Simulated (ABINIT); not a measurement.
TePb2S:

```
Pb Te S
1.0
     2.22198    1.28286    7.25989
    -2.22198    1.28286    7.25989
     0.00000   -2.56572    7.25989
Pb Te S
2 1 1
Direct
  0.25829 0.25829 0.25829
  0.74171 0.74171 0.74171
  0.50000 0.50000 0.50000
  0.00000 0.00000 0.00000
```

The cell comes from a database or a generator and needn't be the stable form of this composition.

```yaml
Program: ABINIT 10.8.3 (patched build)
Task: relaxation of cell and atoms
Functional: PBEsol
Potentials_or_basis: JTH PAW PBE v2.0
Cutoff: 599 eV
k_mesh: 4 × 4 × 4
Occupations: fermi-dirac, width 0.05 eV
Spin: no spin polarisation
```

At the start: pressure -2.5 GPa; volume 31.04 Å³/atom.

**Question.** Where does the relaxation end?

**Answer.** Over 4 steps the energy falls by 13.7 meV/atom and the volume is 29.39 Å³/atom (-5.3 %); space group R-3m (No. 166, to 0.05 Å).

Step by step:
```
step  energy change (eV)  largest force (eV/Å)  pressure (GPa)  volume (Å³)
   1              0.0000                0.0274           -2.51       124.17
   2             -0.0140                0.0219           -2.20       123.21
   3             -0.0544                0.0178            0.19       117.10
   4             -0.0547                0.0133           -0.01       117.57
```

Final structure:
```xyz
4
Lattice="2.1825 1.2601 7.1252 -2.1825 1.2601 7.1252 0.0000 -2.5201 7.1252" Properties=species:S:1:pos:R:3 pbc="T T T"
Pb    0.0000    0.0000    5.5194
Pb    0.0000    0.0000   15.8562
Te    0.0000    0.0000   10.6878
S     0.0000    0.0000    0.0000
```

Caveat: the PAW data sets were made with another functional, which shifts forces and pressure a little.
